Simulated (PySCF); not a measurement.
Crystal: NVFSClH2, in a box.

```
CELL_PARAMETERS angstrom
13.00000 0.00000 0.00000
0.00000 12.00000 0.00000
0.00000 0.00000 12.00000
ATOMIC_POSITIONS crystal
N 0.41603 0.52747 0.50201
V 0.54640 0.48613 0.47633
F 0.54917 0.37800 0.38159
S 0.60166 0.44164 0.62408
Cl 0.63078 0.62550 0.41050
H 0.37871 0.53237 0.57546
H 0.37122 0.55004 0.43663
```

Base run:

- Program: PySCF 2.14.0
- Functional: PBE
- Potentials or basis: def2-svp (all-electron)
- k mesh: 1 × 1 × 1
- Occupations: fixed
- Spin: no spin polarisation

Its results: gap between the frontier levels 2.67 eV.

After a change of settings the same cell gave: gap between the frontier levels 3.69 eV. Which change was it?
A. functional from PBE to MN15-L
B. functional from PBE to r2SCANh; dispersion from none to D3(BJ)
C. functional from PBE to X3LYP; dispersion from none to D4
D. functional from PBE to RPBE; dispersion from none to D3

B.

Caveats: this is a molecule in a periodic box at the Γ point, so its band gap is the HOMO-LUMO gap; the basis of atomic orbitals isn't converged, which shifts pressures, moduli and gaps.

Not every run made on this cell is shown here.
